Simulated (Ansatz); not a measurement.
# GaF3 (SMILES [F][Ga]([F])[F]): a relaxed scan of the bond length Ga2–F3

How does the energy rise as the bond length Ga2–F3 leaves its equilibrium value, and do density functionals follow CCSD(T)? At each value the rest of the molecule is relaxed at PBE0-D4 with the distance held.

The runs use Ansatz 0.2.0, Gaussian basis; single points in def2-TZVPP.

Levels: PBE-D4, r2SCAN-D4, PBE0-D4, B3LYP-D4, wB97M-V, Hartree-Fock, MP2, CCSD, CCSD(T). The scan takes 1.552, 1.586, 1.637, 1.696, 1.762, 1.832, 1.907, 1.986, 2.069 Å.

Cores are frozen in the correlated methods. Filled d shells of the heavier atoms are correlated. B3LYP uses VWN-RPA correlation.

18 further runs of the same task are left out: 18 set aside as unsound or not needed.

## (1) The system as given

4 atoms, charge 0, spin multiplicity 1.

Atoms are counted from 1 here; the program's logs count them from 0.

Bond lengths: F1–Ga2 1.864 Å, Ga2–F3 1.645 Å, Ga2–F4 1.882 Å. Angles: F1–Ga2–F3 156.0°, F1–Ga2–F4 99.0°, F3–Ga2–F4 99.4°.

As a file:

```xyz
4
F3Ga
F    -0.2845   -1.8027    0.4994
Ga    0.3130   -0.0662    0.1777
F     0.8303    1.4430    0.5770
F    -0.8033    0.3656   -1.2745
```

## (2) A first relaxation in a small basis

Contents of pre/in.yaml:

```yaml
crystal:
  periodic: [false, false, false]
  atoms:
    - {symbol: F, position_ang: [-0.284500, -1.802700, 0.499400]}
    - {symbol: Ga, position_ang: [0.313000, -0.066200, 0.177700]}
    - {symbol: F, position_ang: [0.830300, 1.443000, 0.577000]}
    - {symbol: F, position_ang: [-0.803300, 0.365600, -1.274500]}
basis:
  gaussian: {orbitals: def2-SVP}
hamiltonian: {xc: pbe, dispersion: d4}
relax: {f_tol: 0.03, max_steps: 250}
```

No record of the launch command was kept for these runs.

The runs that follow: Finding the minimum; Reference energies at the minimum; Ga2–F3 = 1.552 Å; Ga2–F3 = 1.586 Å; Ga2–F3 = 1.637 Å; Ga2–F3 = 1.696 Å; Ga2–F3 = 1.762 Å; Ga2–F3 = 1.832 Å; Ga2–F3 = 1.907 Å; Ga2–F3 = 1.986 Å; Ga2–F3 = 2.069 Å.

What does the calculation give? Wanted: highest point, CCSD(T); lowest point, CCSD(T); minimum along the scan, CCSD(T); RMS deviation from CCSD(T); largest T1 diagnostic.

As calculated:

```
                       quantity                                                                                                           value
         highest point, CCSD(T)                                                                                          97.8 kJ/mol at 2.069 Å
          lowest point, CCSD(T)                                                                                           0.0 kJ/mol at 1.724 Å
minimum along the scan, CCSD(T)                                                                                                         1.724 Å
                curvature there                                                                                                      30.2 eV/Å²
     RMS deviation from CCSD(T)  PBE-D4 10.8, r2SCAN-D4 1.7, PBE0-D4 1.2, B3LYP-D4 5.0, wB97M-V 1.6, Hartree-Fock 9.9, MP2 0.7, CCSD 2.4 kJ/mol
          largest T1 diagnostic                                                                                                           0.016
```

**Reading.** A polynomial through the near points puts the CCSD(T) minimum at the PBE0-D4 value. It is steeper on the short side than on the long one. Curvature against CCSD(T): PBE-D4 -13 %, Hartree-Fock +12 %. MP2 follows the CCSD(T) curve best and PBE-D4 worst.
